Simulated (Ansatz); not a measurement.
# F3H5NPZr: the cost of one run

All numbers below are computed with Ansatz 0.2.0 (RKS B3LYP/def2-SVP).

**1. Starting point**

Bond lengths: Zr1–N2 2.560 Å, N2–H3 1.060 Å, N2–H4 1.060 Å, Zr1–F5 1.980 Å, Zr1–F6 1.979 Å, Zr1–F7 1.979 Å, Zr1–P8 2.870 Å, P8–H9 1.420 Å, P8–H10 1.420 Å. Angles (14 of 16 angles, heavy atoms first): N2–Zr1–F5 109.4°, N2–Zr1–F6 109.5°, N2–Zr1–F7 109.5°, N2–Zr1–P8 71.6°, F5–Zr1–F6 109.5°, F5–Zr1–F7 109.5°, F5–Zr1–P8 178.9°, F6–Zr1–F7 109.5°, F6–Zr1–P8 69.8°, F7–Zr1–P8 70.1°, Zr1–N2–H3 120.0°, Zr1–N2–H4 120.0°, Zr1–P8–H9 109.5°, Zr1–P8–H10 109.5°.

As a file:

```xyz
11

Zr    0.0000    0.0000    0.0000
N     0.0000    0.0000    2.5600
H    -0.8770   -0.2713    3.0900
H     0.8770    0.2713    3.0900
F     1.8671    0.0000   -0.6593
F    -0.9326    1.6157   -0.6593
F    -0.9326   -1.6157   -0.6593
P    -2.7236    0.0087    0.9050
H    -3.4925   -0.8751    0.1024
H    -2.7746   -0.4168    2.2588
H    -1.4035    0.0045    2.2336
```

**2. A restrained relaxation towards end A**

Springs on the bonds that form and break draw the guess towards this end; the thresholds are loose.

The input, input.yaml:

```yaml
crystal:
  periodic: [false, false, false]
  atoms:
    - { symbol: Zr, position_ang: [0.0, 0.0, 0.0] }
    - { symbol: "N", position_ang: [0.0, 0.0, 2.56] }
    - { symbol: H, position_ang: [-0.877, -0.2713, 3.09] }
    - { symbol: H, position_ang: [0.877, 0.2713, 3.09] }
    - { symbol: F, position_ang: [1.8671, 0.0, -0.6593] }
    - { symbol: F, position_ang: [-0.9326, 1.6157, -0.6593] }
    - { symbol: F, position_ang: [-0.9326, -1.6157, -0.6593] }
    - { symbol: P, position_ang: [-2.7236, 0.0087, 0.905] }
    - { symbol: H, position_ang: [-3.4925, -0.8751, 0.1024] }
    - { symbol: H, position_ang: [-2.7746, -0.4168, 2.2588] }
    - { symbol: H, position_ang: [-1.4035, 0.0045, 2.2336] }
basis:
  gaussian: { orbitals: def2-SVP }
hamiltonian:
  xc: b3lyp
relax:
  f_tol: 0.15
  max_steps: 25
  restrain:
    - { distance: [0, 7], at: 3.77, k: 30.0 }
    - { distance: [10, 1], at: 2.26, k: 30.0 }
    - { distance: [0, 1], at: 2.21, k: 30.0 }
    - { distance: [10, 7], at: 1.42, k: 30.0 }
output:
  orbitals: {}
```

On the command line:

```bash
$ ansatz run input.yaml --threads 4 --pin off --max-ram 5120MiB --backend cpu --events-out ev --progress --plain --runs-dir out
```

Q: Estimate wall time and peak memory on 4 threads of Intel Xeon Platinum 8488C (Sapphire Rapids), shared host.

About 25 s, with a peak of 0.36 GiB.
